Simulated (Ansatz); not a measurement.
Task: a small convex hull of the Bi-Pd system, with the Python package of Ansatz (0.2.0). Give the script and its output. Settings (first run): PBEsol, PAW, cutoff 470 eV, 6×6×4 k-points, Fermi-Dirac smearing of 0.1 eV.

`run_hull.py`:
```python
"""Convex hull of a few Bi-Pd phases, after relaxing atoms and volume at fixed cell shape."""

from collections import Counter
import logging
import sys
import warnings

import ansatz as az
import numpy as np

logging.basicConfig(stream=sys.stdout, format="%(levelname)s:%(name)s:%(message)s")
log = logging.getLogger("bipd")
log.setLevel(logging.INFO)

PHASES = {
    "BiPd P6_3/mmc": (
        [[4.23, 0.0, 0.0], [-2.115, 3.663287, 0.0], [0.0, 0.0, 5.69]],
        [
            ("Bi", [1 / 3, 2 / 3, 0.25]),
            ("Bi", [2 / 3, 1 / 3, 0.75]),
            ("Pd", [0.0, 0.0, 0.0]),
            ("Pd", [0.0, 0.0, 0.5]),
        ],
    ),
    "BiPd3 Fm-3m": (
        [[0.0, 3.263086, 3.263086], [3.263086, 0.0, 3.263086], [3.263086, 3.263086, 0.0]],
        [
            ("Bi", [0.5, 0.5, 0.5]),
            ("Pd", [0.75, 0.75, 0.75]),
            ("Pd", [0.25, 0.25, 0.25]),
            ("Pd", [0.0, 0.0, 0.0]),
        ],
    ),
    "Bi": (
        [[2.2675, 1.309142, 3.938], [-2.2675, 1.309142, 3.938], [0.0, -2.618283, 3.938]],
        [
            ("Bi", [0.234, 0.234, 0.234]),
            ("Bi", [0.766, 0.766, 0.766]),
        ],
    ),
    "Pd": (
        [[0.0, 1.9465, 1.9465], [1.9465, 0.0, 1.9465], [1.9465, 1.9465, 0.0]],
        [
            ("Pd", [0.0, 0.0, 0.0]),
        ],
    ),
}


def build(vectors, sites):
    crystal = az.Crystal(lattice=az.Lattice.of(vectors))
    for symbol, position in sites:
        crystal = crystal.atom(symbol, position)
    return crystal


def ground_state(name, crystal):
    calc = (
        crystal.calculation()
        .functional("pbesol")
        .basis(470)
        .kpoints(spacing=0.33)
        .occupations("fermi_dirac", width=0.1)
    )
    calc = calc.relax(force_tolerance=0.01, fix_cell=["shape"])
    return calc.run(threads=1)


def counts(outcome):
    return Counter(site.symbol for site in outcome.lattice.sites)

def formation_energy(outcome, mu):
    n = counts(outcome)
    return (outcome.report["energy_sigma0_ev"] - sum(k * mu[element] for element, k in n.items())) / sum(n.values())

warnings.simplefilter("ignore", az.DeckWarning)

phases = {name: build(*cell) for name, cell in PHASES.items()}

done = {name: ground_state(name, crystal) for name, crystal in phases.items()}

# energy of one atom in its reference phase
references = {"Bi": "Bi", "Pd": "Pd"}
mu = {element: done[name].report["energy_sigma0_ev"] / len(done[name].lattice.sites) for element, name in references.items()}
points = sorted((counts(o)["Pd"] / len(o.lattice.sites), formation_energy(o, mu), name) for name, o in done.items())

# walk in x and drop points that lie above the chord
hull = []
for x, e, _ in points:
    while len(hull) > 1 and (hull[-1][0] - hull[-2][0]) * (e - hull[-2][1]) - (hull[-1][1] - hull[-2][1]) * (x - hull[-2][0]) <= 0:
        hull.pop()
    hull.append((x, e))
rows = [(name, x, e, e - np.interp(x, *zip(*hull))) for x, e, name in points]
log.info("| phase | x(Pd) | E_form (eV/atom) | above hull (eV/atom) |")
log.info("| --- | --- | --- | --- |")
for row in rows:
    log.info(f"| {row[0]} | {row[1]:.3f} | {row[2]:.4f} | {row[3]:.4f} |")
print("on the hull of these phases:", ", ".join(row[0] for row in rows if row[3] < 1e-6))
```

```console
$ python run_hull.py
INFO:bipd:| phase | x(Pd) | E_form (eV/atom) | above hull (eV/atom) |
INFO:bipd:| --- | --- | --- | --- |
INFO:bipd:| Bi | 0.000 | 0.0000 | 0.0000 |
INFO:bipd:| BiPd P6_3/mmc | 0.500 | -0.3159 | 0.0000 |
INFO:bipd:| BiPd3 Fm-3m | 0.750 | -0.2178 | 0.0000 |
INFO:bipd:| Pd | 1.000 | 0.0000 | 0.0000 |
on the hull of these phases: Bi, BiPd P6_3/mmc, BiPd3 Fm-3m, Pd
```

Caveats:
- Spin is left out of this run.
- For the metals among these phases the mesh is modest: differences between phases can be off by up to 40 meV an atom.
- Atoms and volume are relaxed with the cell's shape held, which in cells of lower than cubic symmetry can hide stresses and shift volumes.
- Spin-orbit coupling, which matters for elements this heavy, is left out.
- The cells come from databases of deposited and of computed structures, and not all need be stable phases.
- Differences under about 40 meV an atom lie within the error of mesh and functional, so such verdicts may flip; only the cells listed enter the hull.
- Timing: 45 s on 1 thread of Arm Neoverse V1 (shared host), peak memory 0.48 GiB.

(Lines on the test bed's own set-up are left out of the output.)
